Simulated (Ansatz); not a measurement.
# 40-atom supercell of perovskite SrTiO3

Wanted: energy, pressure and frontier levels of the defect-free cell (PBEsol, HSE06 and r²SCAN).

All numbers are computed with Ansatz 0.2.0 (PAW, plane waves).

## (1) The system as built

40 atoms (8 Sr, 8 Ti, 24 O); a = 7.783 Å, b = 7.783 Å, c = 7.783 Å, α = 90.00°, β = 90.00°, γ = 90.00°.

Steps to follow: (2) PBEsol single point at the Γ point alone, on 1 × data-centre GPU with 8 threads; (3) HSE06 single point at the Γ point alone, on 1 × data-centre GPU with 8 threads; (4) r²SCAN single point at the Γ point alone, on 1 × data-centre GPU with 8 threads.

## (2) PBEsol single point

Contents of in.yaml:

```yaml
crystal:
  lattice:
    - [7.782821, 0.000000, 0.000000]
    - [0.000000, 7.782821, 0.000000]
    - [0.000000, 0.000000, 7.782821]
  atoms:
    - { symbol: Sr, position: [0.000000, 0.000000, 0.000000] }
    - { symbol: Sr, position: [0.000000, 0.000000, 0.500000] }
    - { symbol: Sr, position: [0.000000, 0.500000, 0.000000] }
    - { symbol: Sr, position: [0.000000, 0.500000, 0.500000] }
    - { symbol: Sr, position: [0.500000, 0.000000, 0.000000] }
    - { symbol: Sr, position: [0.500000, 0.000000, 0.500000] }
    - { symbol: Sr, position: [0.500000, 0.500000, 0.000000] }
    - { symbol: Sr, position: [0.500000, 0.500000, 0.500000] }
    - { symbol: Ti, position: [0.250000, 0.250000, 0.250000] }
    - { symbol: Ti, position: [0.250000, 0.250000, 0.750000] }
    - { symbol: Ti, position: [0.250000, 0.750000, 0.250000] }
    - { symbol: Ti, position: [0.250000, 0.750000, 0.750000] }
    - { symbol: Ti, position: [0.750000, 0.250000, 0.250000] }
    - { symbol: Ti, position: [0.750000, 0.250000, 0.750000] }
    - { symbol: Ti, position: [0.750000, 0.750000, 0.250000] }
    - { symbol: Ti, position: [0.750000, 0.750000, 0.750000] }
    - { symbol: O, position: [0.250000, 0.250000, 0.000000] }
    - { symbol: O, position: [0.250000, 0.250000, 0.500000] }
    - { symbol: O, position: [0.250000, 0.750000, 0.000000] }
    - { symbol: O, position: [0.250000, 0.750000, 0.500000] }
    - { symbol: O, position: [0.750000, 0.250000, 0.000000] }
    - { symbol: O, position: [0.750000, 0.250000, 0.500000] }
    - { symbol: O, position: [0.750000, 0.750000, 0.000000] }
    - { symbol: O, position: [0.750000, 0.750000, 0.500000] }
    - { symbol: O, position: [0.000000, 0.250000, 0.250000] }
    - { symbol: O, position: [0.000000, 0.250000, 0.750000] }
    - { symbol: O, position: [0.000000, 0.750000, 0.250000] }
    - { symbol: O, position: [0.000000, 0.750000, 0.750000] }
    - { symbol: O, position: [0.500000, 0.250000, 0.250000] }
    - { symbol: O, position: [0.500000, 0.250000, 0.750000] }
    - { symbol: O, position: [0.500000, 0.750000, 0.250000] }
    - { symbol: O, position: [0.500000, 0.750000, 0.750000] }
    - { symbol: O, position: [0.250000, 0.000000, 0.250000] }
    - { symbol: O, position: [0.250000, 0.000000, 0.750000] }
    - { symbol: O, position: [0.250000, 0.500000, 0.250000] }
    - { symbol: O, position: [0.250000, 0.500000, 0.750000] }
    - { symbol: O, position: [0.750000, 0.000000, 0.250000] }
    - { symbol: O, position: [0.750000, 0.000000, 0.750000] }
    - { symbol: O, position: [0.750000, 0.500000, 0.250000] }
    - { symbol: O, position: [0.750000, 0.500000, 0.750000] }
kpoints:
  mp_grid: { grid: [1, 1, 1] }
hamiltonian:
  xc: pbesol
scf:
  occupations: { method: fermi_dirac, width: 0.01 }
output:
  forces: true
  eigenvalues: true
  stress: true
  populations: true
  eigenstates: { kpoints: [[0, 0, 0]], e_range: [-6.0, 6.0], localisation: true }
```

## (3) Single point with HSE06

Changes to in.yaml since step 2:

```diff
@@ -49,3 +49,3 @@
 hamiltonian:
-  xc: pbesol
+  xc: hse06
 scf:
@@ -55,3 +55,2 @@
   eigenvalues: true
-  stress: true
   populations: true
```

## (4) r²SCAN on the same atoms

Changes to in.yaml since step 3:

```diff
@@ -49,3 +49,3 @@
 hamiltonian:
-  xc: hse06
+  xc: r2scan
 scf:
```

**Question.** What will these runs give? Wanted: for each run, top filled to lowest empty; energy; pressure.

**Answer**, as computed:

```
 level         time  top filled to lowest empty (eV)  energy (eV/atom)  pressure (GPa)
PBEsol  2.4 s (GPU)                             1.46        -1531.2906            2.48
 HSE06  8.5 s (GPU)                             2.99        -1551.0977               -
r²SCAN  3.2 s (GPU)                             1.89        -1554.7934               -
```

**Reading.** At the same k points, PBEsol gives a spacing 1.53 eV smaller and r²SCAN gives a spacing 1.10 eV smaller than the 2.99 eV of HSE06. The HSE06 single point took about 3.5 times as long as the PBEsol one on the same kind of device. With one k point the spacing samples only the states that fold onto it, so it can exceed the gap over the zone.
